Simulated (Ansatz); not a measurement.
Predict the output of the script below (Ansatz's Python interface).

Input file `ch6clgep.xyz`:
```text
10

P     2.15580   -0.03400   -0.26240
Ge    0.05020   -0.92210   -0.30380
C    -1.22330    0.36870    0.40000
Cl   -1.30410    1.77860   -0.68040
H     1.75850    1.19720   -0.92240
H     2.00270    0.50620    1.07740
H     0.01840   -2.19780    0.57560
H    -0.33280   -1.28830   -1.76030
H    -2.22550   -0.10200    0.46600
H    -0.89990    0.69330    1.41030
```

Script `run_scan.py`:
```python
"""Potential curve of CH6ClGeP along one bond."""

import warnings

import ansatz as az
import numpy as np

BASIS_SET = "def2-SVP"
XC = "R2SCAN0"

warnings.simplefilter("ignore", az.DeckWarning)

system = az.Crystal.molecule_from_extxyz("ch6clgep.xyz")

symbols = [site.symbol for site in system.cartesian_sites]
start = np.array([site.position_ang for site in system.cartesian_sites])
axis = (start[4] - start[0]) / np.linalg.norm(start[4] - start[0])
moving = [4]
lengths, energies = [1.23, 1.34, 1.45, 1.6, 1.82, 2.18, 2.61, 3.2], []
for length in lengths:
    xyz = start.copy()
    xyz[moving] += (length - np.linalg.norm(start[4] - start[0])) * axis
    point = az.Crystal.molecule()
    for symbol, place in zip(symbols, xyz):
        point = point.atom(symbol, place.tolist())
    calculation = point.calculation()
    calculation = calculation.basis(gaussian=BASIS_SET).functional(XC)
    calculation = calculation.spin("collinear")
    data = calculation.run(threads=1).report
    energies.append(data["free_energy_ev"])
    print(f"r = {length:6.3f} A  E = {energies[-1]:.5f} eV  <S^2> = {abs(data['mean_field']['state']['spin_squared']):.3f}")

print("energy above the lowest point (eV):", [round(e - min(energies), 3) for e in energies])
```

```console
$ python run_scan.py
r =  1.230 A  E = -79446.04466 eV  <S^2> = 0.000
r =  1.340 A  E = -79446.51081 eV  <S^2> = 0.000
r =  1.450 A  E = -79446.58457 eV  <S^2> = 0.000
r =  1.600 A  E = -79446.33029 eV  <S^2> = 0.000
r =  1.820 A  E = -79445.62486 eV  <S^2> = 0.000
r =  2.180 A  E = -79444.32267 eV  <S^2> = 0.098
r =  2.610 A  E = -79443.49453 eV  <S^2> = 0.692
r =  3.200 A  E = -79443.12159 eV  <S^2> = 0.941
energy above the lowest point (eV): [0.54, 0.074, 0.0, 0.254, 0.96, 2.262, 3.09, 3.463]
```

Reading the output:
- Total energies depend on the basis set; only differences at equal settings carry meaning.
- The rest of the molecule is held rigid at a force-field or estimated start geometry, and the basis set is modest; single-reference methods fail as a bond breaks.
- The expectation value of S² is noticeably off S(S+1) in at least one run, so that state is spin-contaminated.
- Run time: 5.2 min on 1 thread of Arm Neoverse V1, with other jobs on the host, peak memory 0.58 GiB.
